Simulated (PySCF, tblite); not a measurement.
# B19N19H14: electronic excitations, NMR shifts

Wanted: electronic excitations, NMR shifts for B19N19H14.

Programs: tblite 0.8.0 and PySCF 2.14.0, with routines of our own; each step states its level. All values are computed. Atoms count from 0.

### Step 1. The system as given

52 atoms, charge 0, multiplicity 1; geometry from: force field, distance geometry or constructed start.

### Step 2. Relaxing the molecule with GFN2-xTB

What the job is given:

```
{"job": {"kind": "relax", "xc": "GFN2-xTB", "basis": "xTB"}, "charge": 0, "multiplicity": 1}
B      2.606500     0.419800     3.244100
N      2.080400     1.643200     2.686600
B      2.461900     0.973400    -1.060500
N      1.685400     2.057300    -1.619900
B      1.960300     1.786400     1.261200
N      0.853400     2.517900     0.703000
B      0.673600     2.575200    -0.733500
N     -0.647500     2.576200    -1.280900
B     -0.272400     2.640800     1.588700
N     -1.514900     2.169000     1.038500
B     -0.836200     2.517200    -2.720200
N     -1.941200     1.785600    -3.270300
B     -1.666900     2.053600    -0.393800
N     -2.431900     0.975100    -0.953700
B     -2.274100     1.326900     1.920600
N     -2.608800     0.041000     1.374500
B     -2.495500     0.796600    -2.385800
N     -2.545400    -0.532300    -2.939900
B     -2.600500    -0.148900    -0.065000
N     -2.169500    -1.403300    -0.617000
B     -2.361600    -1.067100     2.253200
N     -1.513000    -2.087400     1.699300
B     -2.057600    -1.555200    -2.048800
N     -1.016900    -2.373500    -2.609100
B     -1.352100    -2.191900     0.264700
N     -0.090400    -2.576900    -0.285900
B     -0.463600    -2.531900     2.582300
N      0.856100    -2.436900     2.032000
B      0.107500    -2.575600    -1.726100
N      1.376300    -2.194100    -2.272900
B      1.038900    -2.368600     0.594000
N      2.081700    -1.558500     0.043100
B      1.827500    -1.844300     2.912400
N      2.520600    -0.715200     2.365900
B      2.196100    -1.402400    -1.396100
N      2.623000    -0.148500    -1.947900
B      2.566100    -0.528800     0.922300
N      2.519400     0.797200     0.371600
H      3.054600     0.351300     4.322700
H      1.791700     2.420500     3.324200
H      1.844900     2.424300    -2.567300
H     -0.186300     3.086500     2.669900
H     -0.077900     3.069700    -3.429900
H     -2.303700     1.959500    -4.229500
H     -2.592700     1.652300     2.999900
H     -2.900300    -0.725900    -3.899800
H     -2.808800    -1.137400     3.328300
H     -1.057500    -2.770200    -3.562800
H     -0.671500    -2.940100     3.660400
H      1.679500    -2.464700    -3.231800
H      2.036500    -2.257900     3.994600
H      3.025400    -0.061200    -2.902800
```

Run with:

```sh
$ OMP_NUM_THREADS=4 python large_run.py task.json out
```

This one command runs all jobs of the session in turn.

Output:

```text
step      E/eV     max force
  0   -2382.69112    2.080
  1   -2383.38638    1.618
  2   -2384.03253    1.113
  3   -2384.24174    0.646
  4   -2384.36516    0.477
  5   -2384.44367    0.435
  6   -2384.50614    0.312
  7   -2384.53553    0.313
  8   -2384.55676    0.297
  9   -2384.57932    0.274
 10   -2384.60505    0.284
 11   -2384.62880    0.219
 12   -2384.64822    0.260
 13   -2384.66572    0.251
 14   -2384.68259    0.196
 15   -2384.69724    0.162
 16   -2384.70837    0.154
 17   -2384.71692    0.158
 18   -2384.72443    0.149
 19   -2384.73074    0.125
 20   -2384.73495    0.095
 21   -2384.73755    0.081
 22   -2384.73958    0.079
 23   -2384.74185    0.072
 24   -2384.74440    0.081
 25   -2384.74682    0.080
 26   -2384.74901    0.083
 27   -2384.75121    0.069
 28   -2384.75342    0.071
 29   -2384.75536    0.069
 30   -2384.75702    0.072
 31   -2384.75877    0.079
 32   -2384.76102    0.074
 33   -2384.76372    0.082
 34   -2384.76625    0.082
 35   -2384.76833    0.074
 36   -2384.77022    0.060
 37   -2384.77197    0.057
 38   -2384.77334    0.047
 39   -2384.77432    0.047
 40   -2384.77518    0.055
 41   -2384.77621    0.057
 42   -2384.77748    0.056
 43   -2384.77876    0.059
 44   -2384.77982    0.067
 45   -2384.78063    0.052
 46   -2384.78128    0.039
 47   -2384.78186    0.040
 48   -2384.78242    0.037
 49   -2384.78298    0.037
 50   -2384.78354    0.036
 51   -2384.78399    0.040
 52   -2384.78429    0.031
 53   -2384.78449    0.022
 54   -2384.78466    0.019
```

Run time: 2.3 s. Hardware: 4 threads of Arm Neoverse V1, shared host; peak memory 0.16 GiB.

Step by step:

| step | energy from step 0 (eV) | largest force (eV/Å) |
| --- | --- | --- |
| 0 | 0.0000 | 2.0808 |
| 1 | -0.6953 | 1.6181 |
| 2 | -1.3414 | 1.1122 |
| 3 | -1.5506 | 0.6458 |
| 4 | -1.6740 | 0.4770 |
| 5 | -1.7526 | 0.4343 |
| 6 | -1.8150 | 0.3121 |
| 7 | -1.8444 | 0.3137 |
| 8 | -1.8656 | 0.2966 |
| 11 | -1.9377 | 0.2190 |
| 15 | -2.0061 | 0.1621 |
| 19 | -2.0396 | 0.1255 |
| 23 | -2.0507 | 0.0721 |
| 27 | -2.0601 | 0.0684 |
| 30 | -2.0659 | 0.0714 |
| 34 | -2.0751 | 0.0827 |
| 38 | -2.0822 | 0.0472 |
| 42 | -2.0864 | 0.0557 |
| 46 | -2.0902 | 0.0385 |
| 50 | -2.0924 | 0.0371 |
| 51 | -2.0929 | 0.0404 |
| 52 | -2.0932 | 0.0311 |
| 53 | -2.0934 | 0.0227 |
| 54 | -2.0935 | 0.0190 |

Distances of close pairs at the start and the end, largest changes first:

| bond | before (Å) | after (Å) | change (Å) |
| --- | --- | --- | --- |
| N1–H39 | 1.046 | 1.007 | -0.039 |
| B0–N1 | 1.444 | 1.411 | -0.033 |
| N17–H45 | 1.042 | 1.010 | -0.032 |
| N29–H49 | 1.041 | 1.010 | -0.032 |
| N11–H43 | 1.040 | 1.009 | -0.031 |
| N35–H51 | 1.040 | 1.009 | -0.031 |
| N23–H47 | 1.034 | 1.010 | -0.024 |
| B10–N11 | 1.435 | 1.414 | -0.021 |

The end geometry stands in the next job.

### Step 3. Electronic excitations: TDDFT B3LYP/6-31G*

What the job is given:

```
{"job": {"kind": "uv", "basis": "6-31G*", "grid": 1, "kgrid": 0, "vcut": 1.5, "nstates": 6, "ntriplets": 2, "tda": false, "delta": [], "pop": true, "xc": "B3LYP"}, "charge": 0, "multiplicity": 1}
B      2.579233     0.467323     3.197080
N      2.319039     1.725714     2.613790
B      2.365538     0.954208    -1.064114
N      1.773135     2.157795    -1.565617
B      1.955399     1.832658     1.229779
N      0.898840     2.670068     0.697487
B      0.696663     2.638714    -0.734314
N     -0.637531     2.704575    -1.289387
B     -0.265060     2.732602     1.551233
N     -1.468047     2.171724     1.018178
B     -0.972796     2.769357    -2.682855
N     -1.925609     1.861159    -3.199296
B     -1.542751     1.990923    -0.412817
N     -2.336456     0.936962    -0.968172
B     -2.220280     1.287322     1.869777
N     -2.563091     0.003433     1.338564
B     -2.345164     0.746248    -2.389592
N     -2.506226    -0.573689    -2.912825
B     -2.468168    -0.195897    -0.087458
N     -2.186484    -1.490380    -0.638970
B     -2.369702    -1.136849     2.200695
N     -1.570057    -2.201794     1.679065
B     -2.009281    -1.623667    -2.059406
N     -1.064593    -2.586412    -2.550545
B     -1.347480    -2.253902     0.255224
N     -0.104698    -2.736277    -0.279844
B     -0.510021    -2.652766     2.550891
N      0.818674    -2.525019     2.035324
B      0.097654    -2.684958    -1.701078
N      1.406248    -2.369690    -2.200316
B      0.981387    -2.391839     0.608287
N      2.046765    -1.603118     0.058580
B      1.754101    -1.847903     2.900779
N      2.409844    -0.698364     2.364653
B      2.117732    -1.433709    -1.367306
N      2.612028    -0.194172    -1.892410
B      2.407347    -0.514013     0.932690
N      2.455658     0.797901     0.360276
H      2.822547     0.371765     4.338281
H      2.209863     2.529903     3.210478
H      1.653858     2.253678    -2.563032
H     -0.193927     3.060564     2.673988
H     -0.442448     3.532890    -3.402937
H     -2.118499     1.859794    -4.189342
H     -2.399713     1.547290     2.997459
H     -2.464907    -0.703081    -3.913302
H     -2.693494    -1.109221     3.324583
H     -0.930748    -2.648412    -3.549566
H     -0.711776    -2.913722     3.673158
H      1.530576    -2.305622    -3.200316
H      1.837194    -2.124071     4.035107
H      2.628197    -0.068748    -2.893745
```

With the program's defaults for keys left out, this is: TDDFT B3LYP/6-31G*, vertical, gas phase, core orbitals frozen in the response, virtual orbitals cut by energy.

Output:

```text
start: PBE on a coarse grid of 45373 points
cycle   1  E = -1520.4286725014  dE =  7.334e+00  |g| = 1.622e+00  |ddm| = 8.423e+00
cycle   2  E = -1519.3308717585  dE =  1.098e+00  |g| = 2.707e+00  |ddm| = 4.087e+00
cycle   3  E = -1521.0106467611  dE = -1.680e+00  |g| = 2.647e-01  |ddm| = 2.791e+00
cycle   4  E = -1521.0274608043  dE = -1.681e-02  |g| = 1.262e-01  |ddm| = 4.236e-01
cycle   5  E = -1521.0311411360  dE = -3.680e-03  |g| = 3.973e-02  |ddm| = 1.446e-01
cycle   6  E = -1521.0315049544  dE = -3.638e-04  |g| = 1.299e-02  |ddm| = 4.899e-02
cycle   7  E = -1521.0315432910  dE = -3.834e-05  |g| = 2.908e-03  |ddm| = 1.263e-02
final grid: 200947 points
cycle   8  E = -1522.7025459773  dE = -1.269e-02  |g| = 1.693e-01  |ddm| = 4.386e-01
cycle   9  E = -1522.6985983101  dE =  3.948e-03  |g| = 2.151e-01  |ddm| = 2.695e-01
cycle  10  E = -1522.7083017494  dE = -9.703e-03  |g| = 1.077e-02  |ddm| = 1.574e-01
cycle  11  E = -1522.7083260204  dE = -2.427e-05  |g| = 4.430e-03  |ddm| = 1.639e-02
cycle  12  E = -1522.7083316023  dE = -5.582e-06  |g| = 1.224e-03  |ddm| = 4.841e-03
cycle  13  E = -1522.7083310687  dE =  5.336e-07  |g| = 4.246e-04  |ddm| = 1.341e-03
cycle  14  E = -1522.7083330908  dE = -2.022e-06  |g| = 9.689e-05  |ddm| = 4.815e-04
converged SCF energy = -1522.7083330908

Static polarisability (au): isotropic 275.040, principal 237.104 266.454 321.562

Singlet excitations
state   eV       nm        f      main configurations
  1   4.8922    253.4   0.00086   H->L 0.93
  2   4.9355    251.2   0.00058   H-1->L 0.94
  3   5.1254    241.9   0.00301   H->L+1 0.87
  4   5.1780    239.4   0.00491   H-1->L+1 0.83
  5   5.3620    231.2   0.00063   H-2->L 0.84
  6   5.6327    220.1   0.03056   H->L+2 0.36, H-2->L+1 0.27, H-4->L 0.12

Triplet excitations (Tamm-Dancoff, eV): 4.7083 4.7340
```

Run time: 2.5 min. Hardware: 4 threads of Arm Neoverse V1, shared host; peak memory 2.6 GiB.

Frontier orbitals and where they lie:

| orbital | eV | atoms |
| --- | --- | --- |
| HOMO−4 | -7.21 | N21 18 %, N15 13 %, N3 10 % |
| HOMO−3 | -7.06 | N17 14 %, N11 12 %, N1 11 % |
| HOMO−2 | -6.84 | N33 16 %, N27 10 %, N1 10 % |
| HOMO−1 | -6.36 | N29 18 %, N23 15 %, N35 8 % |
| HOMO | -6.33 | N3 19 %, N35 10 %, N7 10 % |
| LUMO | -0.74 | B26 14 %, B20 14 %, B24 10 % |
| LUMO+1 | -0.46 | B8 21 %, B6 10 %, B12 9 % |
| LUMO+2 | 0.11 | B10 21 %, B18 13 %, B16 8 % |
| LUMO+3 | 0.33 | B14 32 %, B20 21 %, B24 11 % |

With each of the 6 states as a Gaussian band of 0.4 eV half-width at 1/e, the curve within the window shown has maxima at 222 nm (ε 1,300) L/(mol cm). Beyond the last state computed it falls off for lack of states. The curve at chosen wavelengths:

(nm, ε (L/mol/cm)): (209, 716), (212, 947), (215, 1147), (218, 1285), (222, 1345), (225, 1304), (228, 1208), (231, 1082), (234, 947), (237, 815), (241, 659), (244, 557), (247, 468), (250, 390), (253, 320), (256, 259), (260, 191), (263, 148), (266, 113), (269, 85), (272, 63), (275, 46), (279, 29), (282, 20), (285, 14), (288, 10)

Leading natural transition orbitals of singlet state 6: the hole lies on N31 15 %; N25 11 %; N1, N17, N23 about 8 % each; the particle on B18, B36 about 8 % each; B14, B16, B32 about 6 % each.

Leading natural transition orbitals of singlet state 1: the hole lies on N3, N25, N31 about 11 % each; N7, N15 about 8 % each; N17, N21, N35 about 6 % each; the particle on B20, B24, B26 about 10 % each; B18, B30 about 6 % each.

Further results of this job:

| property | computed |
| --- | --- |
| dipole moment (D) | 7.19 |
| polarisability (Å³) | 40.76 |
| HOMO–LUMO gap (eV) | 5.59 |
| −ε(HOMO) (eV) | 6.33 |

The fields below are evaluated on a grid from the run's orbitals.

Frontier orbitals at B3LYP/6-31G*, with the share of their density that lies nearest to each atom:

| orbital | energy (eV) | lies on |
| --- | --- | --- |
| HOMO | -6.33 | N3 18 %; 4 N atoms about 9 % each |
| LUMO | -0.74 | B20, B24, B26 about 10 % each; B18, B30 about 6 % each |

ELF in a plane through or near 9 of the atoms.

Ten even steps from ' ' (0.00) to '@' (1.00):
```
                                                        
                                                        
                                                        
          ::%%%%..    ....  ..==..    ..--              
          ##@@@@..  ..++##::--**++--==**##::            
          ==%%##..  ::####--::**  --%%==**..  ....      
            ..::    ::**%%::..--**--%%::%%--##@@@@..    
                    ..--==  ..++++::--**--==@@@@@@++    
                            --++==....==::++@@@@@@==    
                              ::::--**####::++**++      
                            ..::..::++%%##::..          
                            ..==::  ..--..##@@@@**      
                  ..........::::::******==@@@@@@@@      
              ==++****::==####....%%==%%==##@@@@##      
            **@@@@##%%--::##**%%--######--  ----        
            ##@@@@##%%++==%%%%**..::****::              
              ::--++++--..==**--    ....                
                  ::..      ..                          
                                                        
                                                        
```
The map spans 15.1 Å across and 11.5 Å up, centred on the molecule. Atoms in the plane (x, y in Å): B0 (3.8, 1.2), N1 (3.0, 2.4), B4 (1.6, 2.3), B28 (-1.2, -2.7), B30 (1.2, -2.0), B32 (3.5, -1.2), H38 (4.9, 1.3), H47 (-3.3, -3.0), H50 (4.7, -1.4).

On the surface of density 0.002 e/bohr³ the electrostatic potential runs, from the 1st to the 99th percentile, from -0.82 V near N3 to 2.21 V near H45.

(Part 1 of 2 ends here.)
